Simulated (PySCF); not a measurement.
# I4Mn ([MnI4]-): the cost of one run

Programs: PySCF 2.14.0, with routines of our own; each step states its level. All values are computed. Atoms count from 0.

### 1 The system as given

5 atoms, charge -1, states of the metal's open shell are computed; geometry from: model geometry, bond lengths from ionic radii.

### 2 Ligand-field states: state-averaged CASSCF

Job settings and geometry (Å):

```
{"job": {"kind": "lf", "basis": {"metal": "x2c-TZVPall", "ligand": "x2c-SVPall"}, "nevpt": true}, "charge": -1, "metal": "Mn", "open_shell": "d4"}
Mn     0.000000     0.000000     0.000000
I      1.492450     1.492450     1.492451
I     -1.492450    -1.492450     1.492451
I     -1.492450     1.492450    -1.492451
I      1.492450    -1.492450    -1.492451
```

Method: state-averaged CASSCF of the metal d shell, SC-NEVPT2 on the averaged canonical orbitals, state-interaction spin-orbit coupling.

Launch:

```
> OMP_NUM_THREADS=1 python lf_run.py task.json out
```

The driver reads the jobs from task.json and runs them one after another.

**Question.** How long does this first job take on 1 thread of Arm Neoverse N1, shared host, and how much memory does it need?

About 94 s, with a peak of 0.63 GiB.
